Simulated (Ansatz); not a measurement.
# C2H4OSi: small, medium and large basis sets

An exercise on one series of results from a longer session: the logs are not shown, and one member is left open.

Computed with Ansatz 0.2.0, Gaussian basis. Level: one geometry, several basis sets.

The runs, in order: PBE0-D4/def2-SVP; ωB97M-V/def2-SVP; PBE0-D4/def2-QZVPP; ωB97M-V/def2-QZVPP; the functionals' def2-TZVPP values are taken from earlier runs.

## The geometry

An earlier PBE0-D4 in a triple-zeta def2 set relaxation fixed the geometry.

SMILES `O=C=C[SiH3]`, 8 atoms, charge 0, spin multiplicity 1.

Atoms are counted from 1 here; the program's logs count them from 0.

Bond lengths: O1–C2 1.155 Å, C2–C3 1.307 Å, C3–Si4 1.847 Å, C3–H5 1.084 Å, Si4–H6 1.486 Å, Si4–H7 1.486 Å, Si4–H8 1.484 Å. Angles: O1–C2–C3 178.2°, C2–C3–Si4 120.3°, C2–C3–H5 117.2°, Si4–C3–H5 122.5°, C3–Si4–H6 110.7°, C3–Si4–H7 110.7°, C3–Si4–H8 108.0°, H6–Si4–H7 108.1°, H6–Si4–H8 109.6°, H7–Si4–H8 109.6°.

Set-up of the first run:

in.yaml

```yaml
crystal:
  periodic: [false, false, false]
  atoms:
    - {symbol: O, position_ang: [1.434399, -1.284872, 1.947165]}
    - {symbol: C, position_ang: [1.186876, -0.644684, 1.017838]}
    - {symbol: C, position_ang: [0.866896, 0.072120, -0.027274]}
    - {symbol: Si, position_ang: [-0.904853, 0.278645, -0.507895]}
    - {symbol: H, position_ang: [1.678697, 0.527262, -0.583074]}
    - {symbol: H, position_ang: [-1.291097, 1.713660, -0.489318]}
    - {symbol: H, position_ang: [-1.142927, -0.245373, -1.878124]}
    - {symbol: H, position_ang: [-1.735891, -0.473958, 0.464983]}
basis:
  gaussian: {orbitals: def2-SVP}
hamiltonian: {xc: pbe0, dispersion: d4}
output: {orbitals: {seedname: orbitals}}
```

The run is started by

```sh
$ ansatz run in.yaml --threads 2 --pin off --events-out ev --progress --plain --max-ram 4352MiB
```

Steps of the session up to this table: PBE0-D4 in def2-SVP; ωB97M-V in def2-SVP; PBE0-D4 in def2-QZVPP; ωB97M-V in def2-QZVPP.

One of the session's tables, all rows but one given; the rest of the session is left out.

It belongs to the step «Density functionals: the series». 

```
functional       basis  HOMO (eV)
   PBE0-D4    def2-SVP      -7.18
   PBE0-D4  def2-TZVPP          ?
   PBE0-D4  def2-QZVPP      -7.28
   ωB97M-V    def2-SVP      -9.32
   ωB97M-V  def2-TZVPP      -9.44
   ωB97M-V  def2-QZVPP      -9.46
```

Estimate the missing values for PBE0-D4, def2-TZVPP.

**Answer.** HOMO (eV): -7.26. In the column «HOMO (eV)» it lies between PBE0-D4, def2-QZVPP (-7.28) and PBE0-D4, def2-SVP (-7.18).
